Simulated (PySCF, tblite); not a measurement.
**C₄H₇N₃OSi: geometry, infrared bands and NMR shifts**

What infrared bands and NMR shifts should C₄H₇N₃OSi (`CC(=O)c1cnn([SiH3])n1`) show?

Computed with tblite 0.8.0 and PySCF 2.14.0, with density-fitted response routines of our own, on a single molecule in the gas phase. Atoms count from 0, in the outputs and in this text.

## 1. Starting geometry

16 atoms, charge 0, multiplicity 1; geometry from: force field or distance geometry start.

Bonds of the start (Å): C0–C1 1.52, C1–O2 1.21, C1–C3 1.46, C3–C4 1.39, C4–N5 1.33, N5–N6 1.35, N6–Si7 1.80, N6–N8 1.36, N8–C3 1.36, C0–H9 1.08, C0–H10 1.09, C0–H11 1.11, C4–H12 1.09, Si7–H13 1.48, Si7–H14 1.49, Si7–H15 1.48.

## 2. Relaxing the molecule with GFN2-xTB

Job settings and geometry (Å):

```
{"job": {"kind": "relax", "xc": "GFN2-xTB", "basis": "xTB"}, "charge": 0, "multiplicity": 1}
C     -2.405600    -1.344700     0.401500
C     -2.105500     0.010300    -0.207200
O     -2.991800     0.728800    -0.615700
C     -0.704000     0.426800    -0.270700
C     -0.195300     1.624500    -0.771100
N      1.131900     1.656300    -0.673100
N      1.398000     0.462900    -0.091900
Si     3.073600    -0.045100     0.307700
N      0.328200    -0.333300     0.183000
H     -1.933800    -2.132800    -0.173500
H     -2.081600    -1.377500     1.440700
H     -3.499000    -1.511900     0.382500
H     -0.733100     2.461000    -1.206400
H      3.706900     0.887900     1.272700
H      3.090000    -1.401400     0.921500
H      3.913300    -0.103000    -0.911500
```

Run with:

```sh
OMP_NUM_THREADS=1 python probes_run.py task.json out
```

One launch serves the whole session: the jobs run in the order shown.

The program printed:

```text
step      E/eV     max force
  0    -726.10815    3.217
  1    -726.30006    0.760
  2    -726.32534    0.395
  3    -726.33844    0.331
  4    -726.34885    0.364
  5    -726.36741    0.401
  6    -726.38939    0.445
  7    -726.40196    0.263
  8    -726.40902    0.224
  9    -726.41272    0.150
 10    -726.41487    0.129
 11    -726.41633    0.080
 12    -726.41700    0.045
 13    -726.41732    0.056
 14    -726.41765    0.060
 15    -726.41814    0.071
 16    -726.41882    0.083
 17    -726.41971    0.077
 18    -726.42068    0.098
 19    -726.42152    0.084
 20    -726.42213    0.051
 21    -726.42255    0.048
 22    -726.42286    0.052
 23    -726.42311    0.052
 24    -726.42335    0.034
 25    -726.42359    0.042
 26    -726.42380    0.032
 27    -726.42394    0.026
 28    -726.42402    0.022
 29    -726.42410    0.028
 30    -726.42421    0.031
 31    -726.42434    0.033
 32    -726.42449    0.032
 33    -726.42466    0.028
 34    -726.42483    0.036
 35    -726.42501    0.035
 36    -726.42517    0.033
 37    -726.42534    0.034
 38    -726.42553    0.030
 39    -726.42571    0.031
 40    -726.42584    0.033
 41    -726.42592    0.029
 42    -726.42600    0.025
 43    -726.42611    0.039
 44    -726.42625    0.041
 45    -726.42634    0.024
 46    -726.42637    0.010
```

Wall time 0.31 s (1 thread of Arm Neoverse V1, shared host); peak memory 0.18 GiB.

Step by step: (not every step is listed)

```tsv
step	energy from step 0 (eV)	largest force (eV/Å)
0	0.0000	3.2173
1	-0.1919	0.7600
2	-0.2172	0.3953
3	-0.2303	0.3314
4	-0.2407	0.3641
5	-0.2593	0.4013
6	-0.2812	0.4447
7	-0.2938	0.2631
8	-0.3009	0.2237
11	-0.3082	0.0801
14	-0.3095	0.0601
17	-0.3116	0.0769
20	-0.3140	0.0509
23	-0.3150	0.0523
26	-0.3157	0.0318
29	-0.3159	0.0277
32	-0.3163	0.0319
35	-0.3169	0.0352
38	-0.3174	0.0296
41	-0.3178	0.0295
42	-0.3179	0.0248
43	-0.3180	0.0390
44	-0.3181	0.0406
45	-0.3182	0.0236
46	-0.3182	0.0101
```

Close pairs (by a distance rule), those that changed most:

```tsv
bond	before (Å)	after (Å)	change (Å)
N6–N8	1.362	1.313	-0.049
Si7–H14	1.489	1.457	-0.032
C3–N8	1.360	1.330	-0.030
N5–N6	1.354	1.326	-0.028
N6–Si7	1.796	1.769	-0.027
Si7–H13	1.484	1.460	-0.025
Si7–H15	1.482	1.459	-0.022
C3–C4	1.394	1.415	+0.021
```

The end geometry stands in the next job.

## 3. Infrared spectrum with GFN2-xTB

Job settings and geometry (Å):

```
{"job": {"kind": "ir", "xc": "GFN2-xTB", "basis": "xTB"}, "charge": 0, "multiplicity": 1}
C     -2.328207    -1.332784     0.404548
C     -2.108745     0.022781    -0.206892
O     -3.001568     0.727970    -0.617942
C     -0.702168     0.442186    -0.271491
C     -0.159458     1.645574    -0.780868
N      1.145400     1.594274    -0.636535
N      1.394116     0.421791    -0.068736
Si     3.039226    -0.094892     0.325652
N      0.317302    -0.292060     0.163986
H     -1.782388    -2.079186    -0.167622
H     -1.929392    -1.339555     1.416112
H     -3.388428    -1.569067     0.416663
H     -0.662814     2.482093    -1.217090
H      3.558098     0.896348     1.263086
H      2.832986    -1.415996     0.904217
H      3.768439    -0.100532    -0.938497
```

The program printed:

```text
mode    cm-1     km/mol
  1       9.4      0.12
  2      29.5      4.82
  3      81.1      0.03
  4     100.4      0.61
  5     107.3      1.70
  6     198.6     10.22
  7     201.4      6.45
  8     346.6      4.43
  9     425.3     22.41
 10     539.1      0.45
 11     545.1     27.72
 12     566.2     65.01
 13     584.2     46.89
 14     652.3     62.94
 15     672.0      0.34
 16     688.4      0.38
 17     734.1    197.44
 18     752.4    200.96
 19     784.1    400.36
 20     845.4      3.13
 21     975.2     30.33
 22     986.2     21.48
 23     988.5     20.16
 24    1017.0     15.65
 25    1081.5      4.77
 26    1168.4    200.60
 27    1215.3      6.53
 28    1258.3    194.60
 29    1362.0     24.69
 30    1367.8     36.07
 31    1433.2     26.92
 32    1442.6     10.29
 33    1443.2     22.57
 34    1496.4    117.94
 35    1741.6    359.87
 36    2304.8    288.37
 37    2308.3    133.51
 38    2336.0    232.32
 39    3032.8      6.41
 40    3041.6      2.13
 41    3060.6     18.41
 42    3203.0      4.51
```

Wall time 0.55 s (1 thread of Arm Neoverse V1, shared host); peak memory 0.18 GiB.

The strongest bands and the atoms that carry them (share of the mass-weighted mode):

```tsv
cm⁻¹	km/mol	atoms
734	197.4	H14 63 %, H15 17 %, H13 15 %
752	201.0	H13 39 %, H15 37 %, H14 18 %
784	400.4	H15 37 %, H13 37 %, H14 17 %
1168	200.6	C1 35 %, N6 19 %, C4 14 %, H11 12 %
1258	194.6	N6 59 %, N8 33 %
1742	359.9	C1 62 %, O2 37 %
2305	288.4	H13 80 %, H15 15 %
2336	232.3	H14 94 %
```

## 4. Shielding tensors: PBE0/pcSseg-1

The job, as its differences from that of step 3:

```diff
@@ -1,2 +1,2 @@
-{"job": {"kind": "ir", "xc": "GFN2-xTB", "basis": "xTB"}, "charge": 0, "multiplicity": 1}
+{"job": {"kind": "nmr", "xc": "PBE0", "basis": "pcSseg-1"}, "charge": 0, "multiplicity": 1}
 C     -2.328207    -1.332784     0.404548
```

With the program's defaults for keys left out, this is: GIAO PBE0/pcSseg-1 NMR shielding, non-relativistic, gas phase.

The program printed:

```text
coarse grid: 14584 points
cycle   1  E = -684.7605439520  dE =  1.685e+00  |g| = 8.429e-01  |ddm| = 3.889e+00
cycle   2  E = -684.2747381701  dE =  4.858e-01  |g| = 1.754e+00  |ddm| = 3.297e+00
cycle   3  E = -684.9006248045  dE = -6.259e-01  |g| = 1.756e-01  |ddm| = 2.621e+00
cycle   4  E = -684.9052156918  dE = -4.591e-03  |g| = 1.099e-01  |ddm| = 2.400e-01
cycle   5  E = -684.9074584589  dE = -2.243e-03  |g| = 4.071e-02  |ddm| = 1.028e-01
cycle   6  E = -684.9077899752  dE = -3.315e-04  |g| = 1.006e-02  |ddm| = 3.467e-02
cycle   7  E = -684.9078083776  dE = -1.840e-05  |g| = 3.579e-03  |ddm| = 8.976e-03
cycle   8  E = -684.9078109977  dE = -2.620e-06  |g| = 1.017e-03  |ddm| = 3.509e-03
final grid: 138552 points
cycle   9  E = -684.9661152348  dE = -1.744e-05  |g| = 1.239e-02  |ddm| = 3.328e-02
cycle  10  E = -684.9660310754  dE =  8.416e-05  |g| = 2.442e-02  |ddm| = 3.287e-02
cycle  11  E = -684.9661446350  dE = -1.136e-04  |g| = 2.184e-03  |ddm| = 2.426e-02
cycle  12  E = -684.9661456174  dE = -9.823e-07  |g| = 4.548e-04  |ddm| = 2.142e-03
cycle  13  E = -684.9661456510  dE = -3.362e-08  |g| = 2.419e-04  |ddm| = 5.620e-04
cycle  14  E = -684.9661456635  dE = -1.250e-08  |g| = 4.366e-05  |ddm| = 2.145e-04
cycle  15  E = -684.9661456639  dE = -3.718e-10  |g| = 1.541e-05  |ddm| = 5.023e-05
converged SCF energy = -684.9661456639

GIAO shielding tensors (ppm)
atom      isotropic    diamagn.    paramagn.     s11        s22        s33       span
  0 C      156.181     251.507     -95.326    139.342    140.735    188.466     49.124
  1 C       -9.713     245.377    -255.090   -106.895    -23.317    101.071    207.966
  2 O     -317.283     397.726    -715.010   -905.265   -398.890    352.305   1257.571
  3 C       32.599     258.336    -225.737    -31.646     21.062    108.382    140.028
  4 C       42.465     251.830    -209.365    -44.711     37.047    135.058    179.769
  5 N     -112.963     326.034    -438.998   -352.464   -161.461    175.035    527.499
  6 N       -4.182     330.464    -334.646   -115.009      5.813     96.651    211.660
  7 Si     392.016     881.113    -489.097    362.425    378.432    435.192     72.767
  8 N     -123.874     328.310    -452.184   -393.623   -149.614    171.615    565.238
  9 H       28.696      30.348      -1.653     24.948     29.263     31.876      6.928
 10 H       28.701      30.353      -1.651     24.959     29.267     31.878      6.919
 11 H       29.540      27.526       2.014     25.932     27.965     34.723      8.791
 12 H       23.242      31.579      -8.337     20.616     23.355     25.754      5.138
 13 H       26.427      29.049      -2.622     23.188     24.897     31.197      8.009
 14 H       26.301      29.871      -3.570     22.151     26.197     30.556      8.405
 15 H       26.423      29.049      -2.626     23.151     24.932     31.185      8.034
```

Run time: 29 s. Hardware: 1 thread of Arm Neoverse V1, shared host; peak memory 0.98 GiB.

The references, computed at this level on geometries of the same kind, shield at (ppm): 1H TMS 31.72, 13C TMS 186.9, 29Si TMS 349.2, 15N NH3 267.7, 17O H2O 336.1. Their shielding less the atom's gives the shift. The references are single molecules in the gas phase, so shifts against H2O, NH3, PH3, H3PO4 or CFCl3 are not on the usual liquid scales and can be off by tens of ppm. Atoms listed in one row are averaged.

```tsv
atoms	environment	σ (ppm)	δ (ppm)	δ scaled to CDCl3
C1	ketone carbonyl carbon	-9.7	196.6	190.0
C3	substituted aromatic carbon next to a ring nitrogen	32.6	154.3	148.7
C4	aromatic CH next to a ring nitrogen	42.5	144.5	139.1
C0	methyl carbon α to a carbonyl	156.2	30.7	28.1
H12	hydrogen on an aromatic CH next to a ring nitrogen	23.24	8.48	8.10
H13, H14, H15	hydrogen on a silicon bonded to N	26.38	5.33	–
H9, H10, H11	hydrogen on a methyl carbon α to a carbonyl	28.98	2.74	2.69
O2	ketone oxygen	-317.3	653.4	–
N8	pyridine-type nitrogen of an azole	-123.9	391.6	–
N5	pyridine-type nitrogen of an azole	-113.0	380.7	–
N6	pyrrole-type ring nitrogen	-4.2	271.9	–
Si7	silicon bonded to N, 3 H	392.0	-42.9	–
```

The scaled column applies a straight-line fit of computed shieldings to shifts measured in CDCl3 (root-mean-square error 0.16 ppm for H, 1.9 ppm for C).

Charges from the same density, by scheme (e):

```tsv
atoms	Mulliken	IAO	Hirshfeld	ESP fit
C0	-0.24	-0.48	-0.13	-0.52
C1	0.23	0.38	0.16	0.67
O2	-0.35	-0.41	-0.24	-0.54
C3	-0.01	-0.01	0.00	0.02
C4	0.14	-0.07	-0.01	0.16
N5	-0.21	-0.22	-0.13	-0.56
N6	-0.32	-0.12	0.00	0.52
Si7	0.68	0.77	0.40	0.49
N8	-0.24	-0.22	-0.11	-0.54
```

Mayer bond orders: C0–C1 1.03, C1–O2 2.01, C1–C3 0.91, C3–C4 1.26, C4–N5 1.56, N5–N6 1.19, N6–Si7 0.74, N6–N8 1.24, N8–C3 1.44.

Ring of atoms C3, C4, N5, N6, N8: NICS(0) -12.6, NICS(1) -13.3, NICS(1)zz -32.7 ppm (means of both faces).

## 5. Results

```
                                                              quantity                          value
                             strongest single infrared mode (GFN2-xTB)           784 cm⁻¹, 400 km/mol
                                          zero-point energy (GFN2-xTB)                  67.4 kcal/mol
                                13C shifts against TMS (PBE0/pcSseg-1)  196.6, 154.3, 144.5, 30.7 ppm
1H shifts against TMS (PBE0/pcSseg-1, means over atoms taken as alike)           8.48, 5.33, 2.74 ppm
                                17O shifts against H2O (PBE0/pcSseg-1)                      653.4 ppm
                                15N shifts against NH3 (PBE0/pcSseg-1)        391.6, 380.7, 271.9 ppm
                               29Si shifts against TMS (PBE0/pcSseg-1)                      -42.9 ppm
```

In words: The optimisation took 46 steps and gained 0.318 eV; among the close pairs (by a distance rule), N6–N8 changed most, from 1.362 to 1.313 Å. All 42 modes are real, so the xTB geometry is a minimum. The strongest single mode, at 784 cm⁻¹, moves mainly H15 and H13. GFN2-xTB is a fitted tight-binding method: band positions and strengths are rough. Its intensities can rank the bands wrongly. The most deshielded carbon is C1 (ketone carbonyl carbon), at 196.6 ppm: the double bond to the heteroatom, with no lone-pair donor beside it, deshields it most. At PBE0/pcSseg-1: Shielding is most anisotropic at O2 (span 1258 ppm, paramagnetic term -715 ppm). NICS(1)zz of -33 ppm above the planar ring from C3 marks a diatropic (aromatic) ring current.
